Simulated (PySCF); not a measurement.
# C2H6Cd (CdMe2): the cost of one run

Computed with PySCF 2.14.0 and routines of our own; the level stands in each step. Atoms count from 0.

## 1. The system as given

9 atoms, charge 0, multiplicity 1; geometry from: GFN2-xTB.

## 2. NMR shieldings: PBE0/pcJ-1 Cd:dyall-v2z, spin–orbit

What the job is given:

```
{"job": {"xc": "PBE0", "basis": {"default": "pcJ-1", "Cd": "dyall-v2z"}, "rel": "so", "kind": "hnmr"}, "charge": 0, "multiplicity": 1}
Cd     0.023200     0.017930    -0.000130
C     -0.002360    -0.014380     2.212610
H     -0.437990     0.901740     2.612850
H      1.005340    -0.110050     2.617750
H     -0.592860    -0.855480     2.579140
C      0.005080     0.016700    -2.212450
H     -1.018280     0.015820    -2.589900
H      0.508130    -0.867490    -2.605390
H      0.509740     0.895220    -2.614470
```

Level: PBE0/pcJ-1 Cd:dyall-v2z GIAO NMR shielding, X2C with spin-orbit coupling, screened-nuclear two-electron part, Gaussian nuclei, gas phase.

Launch:

```sh
$ OMP_NUM_THREADS=1 python heavy_run.py task.json out
```

The driver reads the jobs from task.json and runs them one after another.

**Question.** How long does this first job take on 1 thread of Arm Neoverse V1, shared host, and how much memory does it need?

About 1.8 min, with a peak of 1.3 GiB.
